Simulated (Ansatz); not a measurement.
# MgAs2C: the cost of one run

Method: DFT, plane waves, PAW, no spin polarisation, in Ansatz 0.2.0.

### Step 1. The system as given

The cell holds 16 atoms (C4As8Mg4): a = 6.103 Å, b = 6.103 Å, c = 7.832 Å, α = 90.00°, β = 90.00°, γ = 90.00°.

Coordinates:

```xyz
16
Lattice="6.1029 0.0000 0.0000 0.0000 6.1029 0.0000 0.0000 0.0000 7.8322" Properties=species:S:1:pos:R:3 pbc="T T T"
Mg    0.0000    0.0000    0.0000
As    0.0000    1.5257    2.6453
C     1.5257    1.5257    3.9161
As    1.5257    0.0000    5.1869
Mg    0.0000    3.0515    0.0000
As    0.0000    4.5772    2.6453
C     1.5257    4.5772    3.9161
As    1.5257    3.0515    5.1869
Mg    3.0515    0.0000    0.0000
As    3.0515    1.5257    2.6453
C     4.5772    1.5257    3.9161
As    4.5772    0.0000    5.1869
Mg    3.0515    3.0515    0.0000
As    3.0515    4.5772    2.6453
C     4.5772    4.5772    3.9161
As    4.5772    3.0515    5.1869
```

### Step 2. Run 1: PBE

Contents of input.yaml:

```yaml
crystal:
  lattice:
    - [6.1029189738, 0.0, 0.0]
    - [0.0, 6.1029189738, 0.0]
    - [0.0, 0.0, 7.8321635374]
  atoms:
    - { symbol: Mg, position: [0.0, 0.0, 0.0] }
    - { symbol: As, position: [0.0, 0.25, 0.337746669] }
    - { symbol: C, position: [0.25, 0.25, 0.5] }
    - { symbol: As, position: [0.25, 0.0, 0.662253331] }
    - { symbol: Mg, position: [0.0, 0.5, 0.0] }
    - { symbol: As, position: [0.0, 0.75, 0.337746669] }
    - { symbol: C, position: [0.25, 0.75, 0.5] }
    - { symbol: As, position: [0.25, 0.5, 0.662253331] }
    - { symbol: Mg, position: [0.5, 0.0, 0.0] }
    - { symbol: As, position: [0.5, 0.25, 0.337746669] }
    - { symbol: C, position: [0.75, 0.25, 0.5] }
    - { symbol: As, position: [0.75, 0.0, 0.662253331] }
    - { symbol: Mg, position: [0.5, 0.5, 0.0] }
    - { symbol: As, position: [0.5, 0.75, 0.337746669] }
    - { symbol: C, position: [0.75, 0.75, 0.5] }
    - { symbol: As, position: [0.75, 0.5, 0.662253331] }
kpoints:
  mp_grid: { grid: [2, 2, 2] }
hamiltonian:
  xc: pbe
scf:
  occupations: { method: fermi_dirac, width: 0.19 }
md:
  ensemble: nvt_nose_hoover
  temperature: 2200
  timestep: 3.0
  n_steps: 40
  initial_velocities: maxwell_boltzmann
  seed: 3219
```

The run is started by

```sh
> ansatz run input.yaml --threads 4 --pin off --max-ram 3686MiB --backend cpu --events-out ev --progress --plain --runs-dir out
```

**Question.** How long does this run take on 4 threads of Intel Xeon at 2.50GHz (Skylake/Cascade Lake), shared host, and how much memory does it need?

About 6.4 min, with a peak of 1.2 GiB.
